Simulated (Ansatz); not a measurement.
# CrAu2: the cost of one run

Program: Ansatz 0.2.0. Level of theory: DFT PBE, scalar-relativistic, plane waves, PAW. These are calculated values, not measurements.

## Step 1: The system as given

Symmetry: P6_3/mmc, No. 194, hexagonal system. Conventional cell: a = 2.946 Å, b = 2.946 Å, c = 12.009 Å, α = 90.00°, β = 90.00°, γ = 120.00°. Cr (site symmetry -6m2) has 6 Au at 2.25 Å as nearest neighbours. Around Au (site symmetry 3m) lie 3 Cr at 2.25 Å.

As a file:

```cif
data_structure
_symmetry_space_group_name_H-M 'P6_3/mmc'
_symmetry_Int_Tables_number 194
_cell_length_a 2.9460
_cell_length_b 2.9460
_cell_length_c 12.0091
_cell_angle_alpha 90.000
_cell_angle_beta 90.000
_cell_angle_gamma 120.000
_cell_volume 90.26
loop_
_atom_site_label
_atom_site_type_symbol
_atom_site_symmetry_multiplicity
_atom_site_Wyckoff_symbol
_atom_site_fract_x
_atom_site_fract_y
_atom_site_fract_z
_atom_site_occupancy
Cr1 Cr 2 c 0.66667 0.33333 0.75000 1
Au1 Au 4 f 0.33333 0.66667 0.87222 1
```

A structure generator made this guess: species swapped into a database cell of MoSe2 (P6_3/mmc, No. 194), with Cr on the Mo sites and Au on the Se sites. Its size is a rough estimate.

## Step 2: A first look at the guess

input.yaml reads:

```yaml
crystal:
  lattice:
    - [2.94598103, 0.0, 0.0]
    - [-1.47299052, 2.55129441, 0.0]
    - [0.0, 0.0, 12.00908132]
  atoms:
    - { symbol: Cr, position: [0.66666667, 0.33333333, 0.75], spin: 3.0 }
    - { symbol: Cr, position: [0.33333333, 0.66666667, 0.25], spin: 3.0 }
    - { symbol: Au, position: [0.33333333, 0.66666667, 0.8722223] }
    - { symbol: Au, position: [0.66666667, 0.33333333, 0.3722223] }
    - { symbol: Au, position: [0.33333333, 0.66666667, 0.6277777] }
    - { symbol: Au, position: [0.66666667, 0.33333333, 0.1277777] }
basis:
  ecutwfc: 420
kpoints:
  mp_grid: { grid: [6, 6, 2] }
hamiltonian:
  xc: pbe
scf:
  occupations: { method: gaussian, width: 0.1 }
  lower_state_search: "off"
output:
  forces: true
  stress: true
  eigenvalues: true
  populations: true
magnetization:
  spin_polarized: true
```

Launch:

```sh
> ansatz run input.yaml --threads 1 --pin off --max-ram 2560MiB --backend cpu --events-out ev --progress --plain --runs-dir out
```

**Question.** How long does this run take on 1 thread of Arm Neoverse V2, shared host, and how much memory does it need?

About 15 s, with a peak of 0.43 GiB.
